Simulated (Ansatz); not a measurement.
**GeNH₂ (quartet): wave-function methods side by side at distance Ge1–N2 = 3.274 Å, cc-pVDZ**

An exercise on one series of results from a longer session: the logs are not shown, and one member is left open.

The runs use Ansatz 0.2.0, Gaussian basis; cc-pVDZ, core rule «outside noble gas», up to 15 orbitals frozen.

Plan: UHF; CCSD(T) on ROHF; CCSD(T) on UHF; BCCD(T) on ROHF; CISD; CCSDT(Q) on ROHF; CCSDT(Q) on UHF; CASSCF and MRCISD+Q, 5 electrons in 5 orbitals; CASSCF and NEVPT2, 5 electrons in 5 orbitals.

31 further runs of the same task are left out: 6 for a known fault of the program, 18 that didn't finish, 7 set aside as unsound or not needed.

### What is computed

The geometry derives from a PBE0/def2-TZVP stationary point (not a proven minimum). One bond is set to the value named and the two fragments are kept rigid. No spin-orbit coupling is included. The filled d shell of Ge may be among the frozen orbitals whatever the setting's name suggests; the logs give the count.

4 atoms, charge 0, spin multiplicity 4.

Atoms are counted from 1 here; the program's logs count them from 0.

Bond lengths: N2–H3 1.021 Å, N2–H4 1.021 Å. Angles: H3–N2–H4 108.9°.

Coordinates:

```xyz
4
charge 0, multiplicity 4
Ge    0.0000    0.0000    2.7525
N     0.0000    0.0000   -0.5215
H     0.0000    0.8309   -1.1155
H     0.0000   -0.8309   -1.1155
```

Set-up of the first run:

Contents of in.yaml:

```yaml
crystal:
  periodic: [false, false, false]
  atoms:
    - {symbol: Ge, position_ang: [0.000000, 0.000000, 2.752458]}
    - {symbol: N, position_ang: [0.000000, 0.000000, -0.521542]}
    - {symbol: H, position_ang: [0.000000, 0.830871, -1.115458]}
    - {symbol: H, position_ang: [0.000000, -0.830871, -1.115458]}
basis:
  gaussian: {orbitals: cc-pVDZ}
magnetization: {spin_polarized: true, initial_magnetization: 3}
hamiltonian: {xc: hf}
output: {orbitals: {seedname: orbitals}}
```

On the command line:

```sh
ansatz run in.yaml --threads 1 --pin off --events-out ev --progress --plain --max-ram 2393MiB
```

Steps of the session up to this table: UHF; CCSD(T) on ROHF; CCSD(T) on UHF; BCCD(T) on ROHF; CISD; CCSDT(Q) on ROHF; CCSDT(Q) on UHF; CASSCF and MRCISD+Q, 5 electrons in 5 orbitals; CASSCF and NEVPT2, 5 electrons in 5 orbitals.

One of the session's tables, all rows but one given; the rest of the session is left out.

It belongs to the step «Misses and costs». 

| method | from UCCSDT(Q) (kcal/mol) |
| --- | --- |
| ROHF | +145.62 |
| UHF | +140.77 |
| RMP2 | +24.92 |
| UMP2 | +24.71 |
| CISD | +12.90 |
| RCCSD | +3.12 |
| UCCSD | +2.83 |
| RCCSD(T) | +0.80 |
| UCCSD(T) | ? |
| BCCD(T) | +0.80 |
| RCCSDT | +0.38 |
| UCCSDT | +0.17 |
| RCCSDT(Q) | +0.21 |
| UCCSDT(Q) | 0 |
| CASSCF pair | +133.21 |
| NEVPT2 pair | +23.75 |
| MRCISD pair | +11.31 |
| MRCISD+Q pair | +0.34 |

Q: Estimate the row for UCCSD(T) from the others.

As computed: from UCCSDT(Q) (kcal/mol): +0.58. In the column «from UCCSDT(Q) (kcal/mol)» it lies between RCCSDT (+0.38) and RCCSD(T) (+0.80).

Caveats from the session: Restricted and unrestricted rows rest on different reference determinants; where their highest levels disagree by more than a few hundredths of an eV, they describe different states and don't form one ladder.
